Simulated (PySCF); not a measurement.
# C2H8OSSi: electronic excitations and core binding energies

What electronic excitations and core binding energies should C2H8OSSi (`C[Si](C)(O)S`) show?

The runs use PySCF 2.14.0, with density-fitted response routines of our own; the level of theory stands in each step. All values are computed, except where a source is named. Atoms count from 0, in the outputs and in this text.

### 1 Starting geometry

13 atoms, charge 0, multiplicity 1; geometry from: GFN2-xTB.

Bonds of the start (Å): C0–Si1 1.90, Si1–C2 1.90, Si1–O3 1.64, Si1–S4 2.16, C0–H5 1.09, C0–H6 1.09, C0–H7 1.09, C2–H8 1.09, C2–H9 1.09, C2–H10 1.09, O3–H11 0.95, S4–H12 1.32.

### 2 Excited states and response: CAM-B3LYP/def2-SVPD

Job settings and geometry (Å):

```
{"job": {"kind": "uv", "xc": "CAM-B3LYP", "basis": "def2-SVPD", "nstates": 8, "ntriplets": 3}, "charge": 0, "multiplicity": 1}
C     -1.536423    -0.702997    -0.365040
Si     0.012295     0.335775     0.000673
C      1.565683    -0.755029     0.063574
O     -0.163387     1.241878     1.351399
S      0.255663     1.870958    -1.501778
H     -2.439491    -0.101939    -0.303383
H     -1.636184    -1.526987     0.335908
H     -1.496050    -1.126366    -1.363261
H      1.435412    -1.593317     0.742070
H      2.431620    -0.189537     0.396485
H      1.797503    -1.160329    -0.915863
H     -0.262228     0.837877     2.209131
H      0.031199     2.870501    -0.667642
```

With the program's defaults for keys left out, this is: TDDFT CAM-B3LYP/def2-SVPD, vertical, gas phase, core orbitals frozen in the response.

The run is started by

```console
$ OMP_NUM_THREADS=1 python probes_run.py task.json out
```

This one command runs all jobs of the session in turn.

**Question.** This job is followed by: delta-SCF UKS SCAN, pcX-2 on the ionised atom, pcseg-1 elsewhere, spin-free X2C. Predict these results of the whole session: lowest singlet (CAM-B3LYP/def2-SVPD); brightest single state of those computed; lowest triplet; C1s binding energies, SCAN/pcX-2; Si1s binding energies, SCAN/pcX-2; Si2p binding energies, SCAN/pcX-2; O1s binding energies, SCAN/pcX-2; S1s binding energies, SCAN/pcX-2; S2p binding energies, SCAN/pcX-2.

As calculated:

| quantity | value |
| --- | --- |
| lowest singlet (CAM-B3LYP/def2-SVPD) | 6.08 eV (204 nm), f = 0.017 |
| brightest single state of those computed | state 6, 7.82 eV, f = 0.076 |
| lowest triplet | 5.65 eV |
| C1s binding energies, SCAN/pcX-2 | C0 290.10 eV |
| Si1s binding energies, SCAN/pcX-2 | Si1 1847.27 eV |
| Si2p binding energies, SCAN/pcX-2 | Si1 107.46 eV |
| O1s binding energies, SCAN/pcX-2 | O3 538.63 eV |
| S1s binding energies, SCAN/pcX-2 | S4 2476.56 eV |
| S2p binding energies, SCAN/pcX-2 | S4 169.22 eV |

What this shows: The lowest singlet, at 6.08 eV, is HOMO→LUMO+1 0.52, HOMO→LUMO+4 0.19 and is weak; of the 8 states computed, the strongest absorption comes from state 6 at 7.82 eV. The lowest triplet lies 0.42 eV below the lowest singlet (triplets in Tamm-Dancoff, singlets in full TDDFT).
